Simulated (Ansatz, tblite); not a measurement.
# 1-ethyl-3-methylimidazolium hexafluoroantimonate (C6H11F6N2Sb): a ladder of methods and basis sets

The task here is to estimate one member of a computed series from the others.

The runs use Ansatz 0.2.0, Gaussian basis; as each input shows.

Plan: GFN1-xTB, GFN2-xTB, PBE-D4/def2-TZVP, r2SCAN-D4/def2-TZVP, PBE-D4/def2-SVP, PBE0-D4/def2-SVP, MP2/def2-SVP, RPA/def2-SVP.

6 further runs of the same task are left out: 4 that didn't finish, 2 set aside as unsound or not needed.

### The geometry

The geometry is that of the singlet, from an earlier relaxation (PBE-D4/def2-SVP).

SMILES `CCn1cc[n+](C)c1.[F][Sb-]([F])([F])([F])([F])[F]`, 26 atoms, charge 0, spin multiplicity 1.

Bond lengths: C1–C2 1.525 Å, C1–H9 1.108 Å, C1–H10 1.109 Å, C1–H11 1.109 Å, C2–N3 1.471 Å, C2–H12 1.108 Å, C2–H13 1.108 Å, N3–C4 1.385 Å, N3–C8 1.343 Å, C4–C5 1.375 Å, C4–H14 1.094 Å, C5–N6 1.385 Å, C5–H15 1.094 Å, N6–C7 1.462 Å, N6–C8 1.343 Å, C7–H16 1.107 Å, C7–H17 1.105 Å, C7–H18 1.107 Å and more. Angles: C2–C1–H9 109.5°, C2–C1–H10 112.0°, C2–C1–H11 111.1°, H9–C1–H10 108.0°, H9–C1–H11 107.7°, H10–C1–H11 108.4°, C1–C2–N3 112.6°, C1–C2–H12 112.3°, C1–C2–H13 111.6°, N3–C2–H12 105.8°, N3–C2–H13 106.6°, H12–C2–H13 107.5°, C2–N3–C4 127.0°, C2–N3–C8 124.3°, C4–N3–C8 108.7°, N3–C4–C5 106.9°, N3–C4–H14 122.1°, C5–C4–H14 131.0° and more.

Sb takes a core potential in the def2 sets. No spin-orbit coupling is included.

PBE0-D4/def2-TZVP was run before; its log isn't repeated, and its numbers join the tables.

Set-up of the first run:

Tight binding, by tblite at 300 K electronic temperature and without a spin-polarisation term:

```python
tblite.interface.Calculator('GFN1-xTB', numbers, positions, charge=0, uhf=0).singlepoint()
```

Tight binding, by tblite at 300 K electronic temperature and without a spin-polarisation term:

```python
tblite.interface.Calculator('GFN2-xTB', numbers, positions, charge=0, uhf=0).singlepoint()
```

start.molden holds the orbitals of an earlier run on this state, given as this run's starting guess.

Input file in.yaml:

```yaml
crystal:
  periodic: [false, false, false]
  atoms:
    - {symbol: C, position_ang: [3.122321, 1.216589, 0.437313]}
    - {symbol: C, position_ang: [2.284966, -0.055661, 0.358787]}
    - {symbol: N, position_ang: [0.960521, 0.099706, 0.980888]}
    - {symbol: C, position_ang: [0.630838, -0.128631, 2.306982]}
    - {symbol: C, position_ang: [-0.717154, 0.112811, 2.431083]}
    - {symbol: N, position_ang: [-1.175726, 0.496246, 1.182212]}
    - {symbol: C, position_ang: [-2.570305, 0.698307, 0.792324]}
    - {symbol: C, position_ang: [-0.145851, 0.479836, 0.320514]}
    - {symbol: H, position_ang: [4.104718, 1.043095, -0.043894]}
    - {symbol: H, position_ang: [3.305314, 1.528876, 1.485735]}
    - {symbol: H, position_ang: [2.628546, 2.053663, -0.096112]}
    - {symbol: H, position_ang: [2.091778, -0.369043, -0.686552]}
    - {symbol: H, position_ang: [2.780185, -0.902576, 0.874386]}
    - {symbol: H, position_ang: [1.371853, -0.452873, 3.043325]}
    - {symbol: H, position_ang: [-1.383211, 0.029460, 3.294705]}
    - {symbol: H, position_ang: [-3.110264, -0.263239, 0.885638]}
    - {symbol: H, position_ang: [-2.588513, 0.995127, -0.271915]}
    - {symbol: H, position_ang: [-3.032110, 1.473088, 1.433849]}
    - {symbol: H, position_ang: [-0.226457, 0.688032, -0.755452]}
    - {symbol: F, position_ang: [-0.868484, -0.782197, -4.447394]}
    - {symbol: Sb, position_ang: [-1.210427, -1.296401, -2.619704]}
    - {symbol: F, position_ang: [-3.087946, -1.601483, -2.953453]}
    - {symbol: F, position_ang: [-1.605034, 0.602329, -2.163631]}
    - {symbol: F, position_ang: [-0.719929, -3.135494, -2.936223]}
    - {symbol: F, position_ang: [-1.495170, -1.683675, -0.710951]}
    - {symbol: F, position_ang: [0.655530, -0.845911, -2.142449]}
basis:
  gaussian: {orbitals: def2-TZVP, initial_orbitals: start.molden}
hamiltonian: {xc: pbe, dispersion: d4}
scf: {omitted_lower_state_checks: [starts]}
output: {forces: true, orbitals: {seedname: orbitals}}
```

The run is started by

```sh
ansatz run in.yaml --threads 4 --pin off --events-out ev --progress --plain --max-ram 6963MiB
```

Steps of the session up to this table: PBE-D4/def2-TZVP; r2SCAN-D4/def2-TZVP; PBE-D4/def2-SVP; PBE0-D4/def2-SVP; MP2/def2-SVP; RPA/def2-SVP.

One table of the session follows, with a row left open; its other results are not shown here.

It belongs to the step «Binding energy». 

```
              level  binding an atom (eV)
        HF/def2-SVP                 2.866
    PBE-D4/def2-SVP                 4.331
   PBE-D4/def2-TZVP                 4.298
r2SCAN-D4/def2-TZVP                 4.159
   PBE0-D4/def2-SVP                 4.181
  PBE0-D4/def2-TZVP                 4.155
       MP2/def2-SVP                     ?
```

Q: Estimate the row for MP2/def2-SVP from the others.

**Answer.** binding an atom (eV): 4.022. In the column «binding an atom (eV)» it lies between HF/def2-SVP (2.866) and PBE0-D4/def2-TZVP (4.155).

To keep in mind: Free atoms were run apart at each level; binding is atoms less cluster, divided by the number of atoms, without zero-point or spin-orbit terms.
